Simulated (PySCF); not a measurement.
# V₂S: structure of the septet

Where does septet V₂S go from a B3LYP minimum start, is the end point a minimum, and what are its modes, charges and moments?

Method: B3LYP, basis S def2-SVP, V def2-SVP, no relativity, density fitting; program: PySCF 2.14.0.

### 1 Starting geometry

3 atoms, charge 0, spin multiplicity 7.

Bond lengths: S1–V2 2.278 Å, S1–V3 2.278 Å, V2–V3 2.634 Å. Angles: V2–S1–V3 70.6°, S1–V2–V3 54.7°, S1–V3–V2 54.7°.

```xyz
3
charge 0 multiplicity 7
S     0.0000    0.0000   -1.4150
V     1.3168    0.0000    0.4440
V    -1.3168    0.0000    0.4440
```

### 2 Finding the electronic state

The steps below are one call of a driver around PySCF. For each, scf.py gives the equivalent set-up of the SCF; relaxations use the driver's own optimiser. After this first run the driver tries any further starts and a stability analysis.

scf.py

```python
from pyscf import gto, scf, dft
mol = gto.M(atom='''
S      0.000000    -0.000000    -1.415014
V      1.316767    -0.000000     0.444027
V     -1.316767     0.000000     0.444027''',
    basis={'S': 'def2-SVP', 'V': 'def2-SVP'},
    charge=0, spin=6)
mf = dft.UKS(mol, xc='B3LYP')
mf.grids.atom_grid = (50, 194)
aux = {'S': 'def2-universal-JKFIT', 'V': 'def2-universal-JKFIT'}
mf = mf.density_fit(auxbasis=aux)
mf.conv_tol = 1e-08
mf.diis_space = 10
mf.max_cycle = 60
mf.init_guess = 'minao'
mf.verbose = 4
mf.kernel()
```

On the command line:

```
$ OMP_NUM_THREADS=2 python axn.py task.json out
```

Further steps of the session: B3LYP minimum start, septet: relaxation; Frequencies.

Q: Predict the outcome of this session. Wanted: minimum; geometry; wavenumbers; dipole moment; highest occupied, lowest empty level; polar-tensor charge of S1; zero-point energy; atomisation energy; ⟨S²⟩.

The runs gave:

| quantity | value |
| --- | --- |
| minimum | septet, C2v |
| geometry | S–V 2.278 Å (×2), V–V 2.634 Å; S–V–V 54.7° (×2), V–S–V 70.6° |
| wavenumbers (cm⁻¹) | 222 (a1), 277 (b2), 430 (a1) |
| dipole moment | 3.67 D |
| highest occupied, lowest empty level (either spin) | -4.16, -2.08 eV |
| polar-tensor charge of S1 | -0.48 e |
| zero-point energy | 5.6 kJ/mol |
| entropy at 298.15 K | 310.2 J/(mol K) |
| atomisation energy (no zero-point energy) | 631 kJ/mol |
| ⟨S²⟩ | 12.138 |

What this shows: The molecule stays C2v, as typed, and the end point is a minimum. In the infrared the band at 430 cm⁻¹ (a1) leads. Other starts or spin states, not run here, may lie lower. One determinant may miss the lowest occupation of an open d or f shell.
